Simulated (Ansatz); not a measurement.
# P: the crystal squeezed far

How does P (diamond type) answer strong compression? Methods of the runs shown: PAW. Its runs: cell relaxed at zero pressure (PAW); volume scaled by 1 (PAW); volume scaled by 0.92 (PAW); volume scaled by 0.84 (PAW); volume scaled by 0.76 (PAW); volume scaled by 0.68 (PAW); volume scaled by 0.6 (PAW); volume scaled by 0.52 (PAW); volume scaled by 0.45 (PAW and PAW (core large)).

Method: DFT PBEsol, with the methods named in each step, in Ansatz 0.2.0.

1 further run of the same task is left out (it didn't finish). Runs told in other sessions of the task aren't counted.

## (1) The starting structure

It takes space group Fd-3m (No. 227, cubic). Conventional cell: a = 5.313 Å, b = 5.313 Å, c = 5.313 Å, α = 90.00°, β = 90.00°, γ = 90.00°. P (site symmetry -43m) is surrounded by 4 P at 2.30 Å.

Structure file:

```cif
data_structure
_symmetry_space_group_name_H-M 'P 1'
_symmetry_Int_Tables_number 1
_cell_length_a 3.7571
_cell_length_b 3.7571
_cell_length_c 3.7571
_cell_angle_alpha 60.000
_cell_angle_beta 60.000
_cell_angle_gamma 60.000
_cell_volume 37.50
loop_
_atom_site_label
_atom_site_type_symbol
_atom_site_fract_x
_atom_site_fract_y
_atom_site_fract_z
_atom_site_occupancy
P1 P 0.87500 0.87500 0.87500 1
P2 P 0.12500 0.12500 0.12500 1
```

Whether this phase is the stable one at these pressures isn't tested.

Atoms are numbered in the order of the input: P1, P2.

## (2) Cell relaxed at zero pressure, PAW

input.yaml reads:

```yaml
crystal:
  lattice:
    - [0.0, 2.656646423, 2.656646423]
    - [2.656646423, 0.0, 2.656646423]
    - [2.656646423, 2.656646423, 0.0]
  atoms:
    - { symbol: P, position: [-0.125, -0.125, -0.125] }
    - { symbol: P, position: [0.125, 0.125, 0.125] }
kpoints:
  mp_grid: { grid: [12, 12, 12] }
scf:
  occupations: { method: fermi_dirac, width: 0.08 }
hamiltonian:
  xc: pbesol
  pseudopotentials: { kind: paw }
output:
  forces: true
  stress: true
  write_density: true
  write_potential: true
  elf: true
  volumetric_format: npy
relax:
  f_tol: 0.005
  max_steps: 40
  cell: {}
```

Launch:

```bash
$ ansatz run input.yaml --threads 1 --pin off --max-ram 2048MiB --backend cpu --events-out ev --progress --plain --runs-dir out
```

After this run come: Volume scaled by 1, PAW; Volume scaled by 0.92, PAW; Volume scaled by 0.84, PAW; Volume scaled by 0.76, PAW; Volume scaled by 0.68, PAW; Volume scaled by 0.6, PAW; Volume scaled by 0.52, PAW; Volume scaled by 0.45, PAW; Volume scaled by 0.45, PAW (core large).

Before running it: what results should come out? Wanted: PAW pressure at 0.45 of the volume; PAW; fitted bulk modulus at zero pressure.

The runs gave:

```
                                       quantity      value
             PAW pressure at 0.45 of the volume  280.0 GPa
PAW (core large) pressure at 0.45 of the volume  280.0 GPa
     fitted bulk modulus at zero pressure (PAW)     43 GPa
                        its pressure derivative       5.24
```

What this shows: By PAW the pressure climbs to 280 GPa at 0.45 of the first volume. A third-order Birch-Murnaghan curve fits the range only roughly (B₀ = 43 GPa, B′ = 5.24, misfit at most 2.81 GPa). A fit over so wide a range leans to the high pressures, so B₀ can be off by several per cent. No all-electron run checks these rows here, and frozen cores can fail under such compression. The ions are at rest, and the electrons smeared by 0.08 eV.
